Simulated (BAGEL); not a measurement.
**CH4AlOS (SMILES C[O][Al][SH]) at UHF/STO-3G (density fitting with qzvpp-jkfit)**

What is the vertical doublet–quartet gap of CH4AlOS at UHF/STO-3G (density fitting with qzvpp-jkfit)? 

The calculation is run with BAGEL 1.2.2.

2 further runs of the same task are left out: 2 set aside as unsound or not needed. Runs told in other sessions of the task aren't counted.

### 1 The system as given

CH4AlOS has 8 atoms, charge 0, and is taken as a doublet. SMILES: `C[O][Al][SH]`. The shape is that of a PBE0-D4/def2-TZVP optimisation. This is one conformer, not always the lowest.

Bond lengths: C1–O2 1.399 Å, O2–Al3 1.681 Å, Al3–S4 2.211 Å, C1–H5 1.095 Å, C1–H6 1.097 Å, C1–H7 1.095 Å, S4–H8 1.343 Å. Angles: C1–O2–Al3 138.8°, O2–Al3–S4 117.4°, O2–C1–H5 110.0°, O2–C1–H6 112.4°, O2–C1–H7 110.0°, Al3–S4–H8 93.1°, H5–C1–H6 108.1°, H5–C1–H7 108.0°, H6–C1–H7 108.1°.

### 2 A single-point energy at UHF/STO-3G (density fitting with qzvpp-jkfit)

Contents of hf.json:

```json
{ "bagel" : [

{
  "title" : "molecule",
  "basis" : "sto-3g",
  "df_basis" : "qzvpp-jkfit",
  "angstrom" : true,
  "geometry" : [
    { "atom" : "C", "xyz" : [       0.012700,       1.389900,       0.390100 ] },
    { "atom" : "O", "xyz" : [       0.731400,       0.585100,      -0.499900 ] },
    { "atom" : "Al", "xyz" : [       0.776700,      -1.019600,      -0.998400 ] },
    { "atom" : "S", "xyz" : [      -0.666100,      -2.414800,      -0.071000 ] },
    { "atom" : "H", "xyz" : [      -0.477100,       2.204100,      -0.153500 ] },
    { "atom" : "H", "xyz" : [      -0.758200,       0.828800,       0.931900 ] },
    { "atom" : "H", "xyz" : [       0.691400,       1.833400,       1.125700 ] },
    { "atom" : "H", "xyz" : [      -0.218700,      -3.463900,      -0.780800 ] }
  ]
},

{ "title" : "uhf", "nopen" : 1 },

{ "title" : "print", "file" : "orbitals.molden", "orbitals" : true }

]}
```

The run is started by

```sh
$ BAGEL_NUM_THREADS=1 BAGEL hf.json > hf.out
```

What it wrote:

```text
* using 1 threads per process

  ===============================================================
  ===============================================================

  *** Geometry ***

  { "atom" : "C", "xyz" : [      0.024000,      2.626530,      0.737182 ] },
  { "atom" : "O", "xyz" : [      1.382146,      1.105679,     -0.944674 ] },
  { "atom" : "Al", "xyz" : [      1.467750,     -1.926765,     -1.886703 ] },
  { "atom" : "S", "xyz" : [     -1.258747,     -4.563311,     -0.134171 ] },
  { "atom" : "H", "xyz" : [     -0.901588,      4.165145,     -0.290073 ] },
  { "atom" : "H", "xyz" : [     -1.432790,      1.566205,      1.761036 ] },
  { "atom" : "H", "xyz" : [      1.306557,      3.464624,      2.127265 ] },
  { "atom" : "H", "xyz" : [     -0.413283,     -6.545822,     -1.475498 ] },

  Number of auxiliary basis functions:      480

  Since a DF basis is specified, we compute 2- and 3-index integrals:
    o Being stored without compression. Storage requirement is 0.004 GB

  Number of basis functions:       32
  Number of electrons      :       47

    * METHOD: MOLECULE                             0.14

  *** Open-shell HF ***

  === Nuclear Repulsion ===
   187.2074258462

      * DIIS with orbital gradients will be used.

  === UHF iteration (sto-3g) ===
      0       -745.66331750          0.03254676           0.03
      1       -745.76627975          0.01035614           0.03
      2       -745.77737027          0.00362135           0.03
      3       -745.77897114          0.00093902           0.03
      4       -745.77949442          0.00023633           0.03
      5       -745.77955420          0.00009843           0.03
      6       -745.77956918          0.00003782           0.03
      7       -745.77957218          0.00001313           0.03
      8       -745.77957252          0.00000266           0.03
      9       -745.77957254          0.00000105           0.03
     10       -745.77957255          0.00000038           0.03
     11       -745.77957255          0.00000013           0.03
     12       -745.77957255          0.00000004           0.03
     13       -745.77957255          0.00000001           0.03
    * SCF iteration converged.

    * S^2 (UHF) is 0.7579

    * Permanent dipole moment:
           (   -0.691823,     0.167213,     0.682652) a.u.

    * METHOD: UHF                                  0.56

    * METHOD: PRINT                                0.00

  ===============================================================
```

Run time: 0.86 s. Hardware: 1 thread of Arm Neoverse V2, shared host.

### 3 The quartet

Contents of calc.json:

```json
{ "bagel" : [

{
  "title" : "molecule",
  "basis" : "sto-3g",
  "df_basis" : "qzvpp-jkfit",
  "angstrom" : true,
  "geometry" : [
    { "atom" : "C", "xyz" : [       0.012700,       1.389900,       0.390100 ] },
    { "atom" : "O", "xyz" : [       0.731400,       0.585100,      -0.499900 ] },
    { "atom" : "Al", "xyz" : [       0.776700,      -1.019600,      -0.998400 ] },
    { "atom" : "S", "xyz" : [      -0.666100,      -2.414800,      -0.071000 ] },
    { "atom" : "H", "xyz" : [      -0.477100,       2.204100,      -0.153500 ] },
    { "atom" : "H", "xyz" : [      -0.758200,       0.828800,       0.931900 ] },
    { "atom" : "H", "xyz" : [       0.691400,       1.833400,       1.125700 ] },
    { "atom" : "H", "xyz" : [      -0.218700,      -3.463900,      -0.780800 ] }
  ]
},

{
  "title" : "uhf",
  "nopen" : 3
},

{
  "title" : "print",
  "file" : "orbitals.molden",
  "orbitals" : true
}

]}
```

The run is started by

```sh
$ BAGEL_NUM_THREADS=1 BAGEL calc.json > calc.out
```

What it wrote:

```text
* using 1 threads per process

  ===============================================================
  ===============================================================

  *** Geometry ***

  { "atom" : "C", "xyz" : [      0.024000,      2.626530,      0.737182 ] },
  { "atom" : "O", "xyz" : [      1.382146,      1.105679,     -0.944674 ] },
  { "atom" : "Al", "xyz" : [      1.467750,     -1.926765,     -1.886703 ] },
  { "atom" : "S", "xyz" : [     -1.258747,     -4.563311,     -0.134171 ] },
  { "atom" : "H", "xyz" : [     -0.901588,      4.165145,     -0.290073 ] },
  { "atom" : "H", "xyz" : [     -1.432790,      1.566205,      1.761036 ] },
  { "atom" : "H", "xyz" : [      1.306557,      3.464624,      2.127265 ] },
  { "atom" : "H", "xyz" : [     -0.413283,     -6.545822,     -1.475498 ] },

  Number of auxiliary basis functions:      480

  Since a DF basis is specified, we compute 2- and 3-index integrals:
    o Being stored without compression. Storage requirement is 0.004 GB

  Number of basis functions:       32
  Number of electrons      :       47

    * METHOD: MOLECULE                             0.14

  *** Open-shell HF ***

  === Nuclear Repulsion ===
   187.2074258462

      * DIIS with orbital gradients will be used.

  === UHF iteration (sto-3g) ===
      0       -745.40314136          0.03314387           0.04
      1       -745.52145994          0.01215649           0.03
      2       -745.54037512          0.00505455           0.03
      3       -745.54355814          0.00158975           0.03
      4       -745.54493506          0.00037975           0.03
      5       -745.54505660          0.00014508           0.03
      6       -745.54507494          0.00002806           0.03
      7       -745.54507629          0.00000846           0.03
      8       -745.54507669          0.00000377           0.03
      9       -745.54507685          0.00000155           0.03
     10       -745.54507689          0.00000039           0.03
     11       -745.54507689          0.00000012           0.03
     12       -745.54507690          0.00000006           0.03
     13       -745.54507690          0.00000004           0.03
     14       -745.54507690          0.00000002           0.03
     15       -745.54507690          0.00000002           0.03
     16       -745.54507690          0.00000001           0.03
     17       -745.54507690          0.00000001           0.03
    * SCF iteration converged.

    * S^2 (UHF) is 3.7549

    * Permanent dipole moment:
           (    0.702168,     2.228272,    -0.010124) a.u.

    * METHOD: UHF                                  0.70

    * METHOD: PRINT                                0.00

  ===============================================================
```

Wall time 1 s (1 thread of Arm Neoverse V2, shared host).

### 4 Results

At UHF/STO-3G (density fitting with qzvpp-jkfit):

| quantity | value |
| --- | --- |
| doublet: total energy | -745.77957 Eh |
| doublet: dipole moment | 2.51 D |
| doublet: ⟨S²⟩ | 0.758 |
| quartet: total energy | -745.54508 Eh |
| quartet: dipole moment | 5.94 D |
| quartet: ⟨S²⟩ | 3.755 |
| vertical energy of the quartet above the doublet | 6.381 eV |

**Reading.** At this shape the quartet lies 6.38 eV (616 kJ/mol) above the doublet. In a minimal basis such a difference can be off by several eV, whatever the method.
